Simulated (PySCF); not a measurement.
# C₁₀H₁₂O: excited states, first hyperpolarisability

Programs: PySCF 2.14.0, with routines of our own; each step states its level. All values are computed. Atoms count from 0.

### 1 The starting structure

23 atoms, charge 0, multiplicity 1; geometry from: GFN2-xTB.

### 2 Relaxing the molecule at PBE0-D3(BJ)/def2-SVP

Job settings and geometry (Å):

```
{"job": {"xc": "PBE0", "basis": "def2-SVP", "d3": "d3bj", "grid": 2, "kind": "geom"}, "charge": 0, "multiplicity": 1}
C     -3.043118    -0.949323     0.761856
C     -2.388932     0.022898     0.133995
C     -3.124060     1.103858    -0.605280
C     -0.919716     0.102589     0.139388
C     -0.138998    -1.049347     0.134774
C      1.242953    -0.992334     0.134239
C      1.887575     0.239091     0.138479
O      3.238989     0.419486     0.133474
C      4.068524    -0.715096     0.101624
C      1.116396     1.401831     0.140109
C     -0.258562     1.332216     0.133476
H     -2.536524    -1.710587     1.329511
H     -4.118831    -1.004847     0.747703
H     -4.164065     0.824908    -0.753418
H     -2.663336     1.285380    -1.574526
H     -3.100611     2.034733    -0.039480
H     -0.619661    -2.015774     0.108141
H      1.804149    -1.913737     0.124901
H      5.088913    -0.334798     0.090793
H      3.896211    -1.313347    -0.799146
H      3.928454    -1.344082     0.986854
H      1.625106     2.353153     0.142603
H     -0.825609     2.250116     0.141470
```

Command:

```
OMP_NUM_THREADS=1 python excited_run.py task.json out
```

This one command runs all jobs of the session in turn.

**Question.** How long does this first job take on 1 thread of Intel Xeon 6975P-C, shared host, and how much memory does it need?

About 2.6 min, with a peak of 1 GiB.
